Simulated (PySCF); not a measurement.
# C5H9NO2: the cost of one run

Programs: PySCF 2.14.0, with routines of our own; each step states its level. All values are computed. Atoms count from 0.

## (1) The starting structure

17 atoms, charge 0, multiplicity 1; geometry from: GFN2-xTB.

## (2) Magnetic properties: GIAO CAM-B3LYP/pcSseg-1

What the job is given:

```
{"job": {"kind": "mag", "xc": "CAM-B3LYP", "basis": "pcSseg-1", "isotopologues": 2}, "charge": 0, "multiplicity": 1}
C     -2.255926     1.013691    -0.191214
N     -1.679474     0.068086    -0.774800
C     -0.764305    -0.803781    -0.100244
C      0.402619    -1.140211    -1.050711
O      1.358846    -0.111153    -1.115856
C      1.843720     0.194171     0.173110
C      0.689050     0.647303     1.063962
O     -0.295845    -0.367820     1.162177
H     -2.134202     1.267203     0.864546
H     -2.935727     1.621092    -0.770953
H     -1.316330    -1.732839     0.100297
H      0.016346    -1.272782    -2.060671
H      0.880197    -2.068942    -0.701933
H      2.326248    -0.692545     0.612661
H      2.577273     0.991803     0.050585
H      0.256900     1.565591     0.643297
H      1.023615     0.833163     2.085839
```

Method: GIAO CAM-B3LYP/pcSseg-1 magnetisability, rotational g tensor and spin-rotation constants, non-relativistic, gas phase.

Started as:

```bash
> OMP_NUM_THREADS=1 python excited_run.py task.json out
```

The driver reads the jobs from task.json and runs them one after another.

**Question.** How long does this first job take on 1 thread of Arm Neoverse N1, shared host, and how much memory does it need?

About 74 s, with a peak of 0.98 GiB.
